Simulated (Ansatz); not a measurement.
# FH5O4Ti: the cost of one run

Method: RKS B3LYP-D4/def2-SVP, in Ansatz 0.2.0.

**1. The structure to begin with**

Bond lengths: Ti1–O2 2.270 Å, O2–H3 1.010 Å, Ti1–O4 1.920 Å, O4–H5 1.010 Å, Ti1–O6 1.919 Å, O6–H7 1.010 Å, Ti1–O8 1.919 Å, O8–H9 1.010 Å, Ti1–F10 2.130 Å, Ti1–H11 2.232 Å. Angles (14 of 19 angles, heavy atoms first): O2–Ti1–O4 109.5°, O2–Ti1–O6 109.5°, O2–Ti1–O8 109.5°, O2–Ti1–F10 71.6°, O4–Ti1–O6 109.5°, O4–Ti1–O8 109.5°, O4–Ti1–F10 67.1°, O6–Ti1–O8 109.5°, O6–Ti1–F10 72.9°, O8–Ti1–F10 176.5°, Ti1–O2–H3 109.5°, O2–Ti1–H11 36.4°, O4–Ti1–H11 87.6°, O6–Ti1–H11 91.1°.

Structure file:

```xyz
11

Ti    0.0000    0.0000    0.0000
O     0.0000    0.0000    2.2700
H    -0.9095   -0.2814    2.6071
O     1.8106    0.0000   -0.6394
H     2.1269   -0.9521   -0.7560
O    -0.9043    1.5667   -0.6394
H    -1.8621    1.3360   -0.8617
O    -0.9043   -1.5667   -0.6394
H    -1.3590   -2.0324    0.1330
F     1.1171    1.6846    0.6716
H     0.7322    1.1043    1.7956
```

**2. Pulling towards end A**

Springs on the bonds that form and break draw the guess towards this end; the thresholds are loose.

input.yaml reads:

```yaml
crystal:
  periodic: [false, false, false]
  atoms:
    - { symbol: Ti, position_ang: [0.0, 0.0, 0.0] }
    - { symbol: O, position_ang: [0.0, 0.0, 2.27] }
    - { symbol: H, position_ang: [-0.9095, -0.2814, 2.6071] }
    - { symbol: O, position_ang: [1.8106, 0.0, -0.6394] }
    - { symbol: H, position_ang: [2.1269, -0.9521, -0.756] }
    - { symbol: O, position_ang: [-0.9043, 1.5667, -0.6394] }
    - { symbol: H, position_ang: [-1.8621, 1.336, -0.8617] }
    - { symbol: O, position_ang: [-0.9043, -1.5667, -0.6394] }
    - { symbol: H, position_ang: [-1.359, -2.0324, 0.133] }
    - { symbol: F, position_ang: [1.1171, 1.6846, 0.6716] }
    - { symbol: H, position_ang: [0.7322, 1.1043, 1.7956] }
basis:
  gaussian: { orbitals: def2-SVP }
hamiltonian:
  xc: b3lyp
  dispersion: d4
relax:
  f_tol: 0.15
  max_steps: 25
  restrain:
    - { distance: [0, 9], at: 3.03, k: 30.0 }
    - { distance: [10, 1], at: 2.21, k: 30.0 }
    - { distance: [0, 1], at: 1.92, k: 30.0 }
    - { distance: [10, 9], at: 0.92, k: 30.0 }
```

Command:

```bash
> ansatz run input.yaml --threads 4 --pin off --max-ram 5120MiB --backend cpu --events-out ev --progress --plain --runs-dir out
```

What time and memory should one allow on 4 threads of Arm Neoverse V2, shared host?

About 33 s, with a peak of 0.35 GiB.
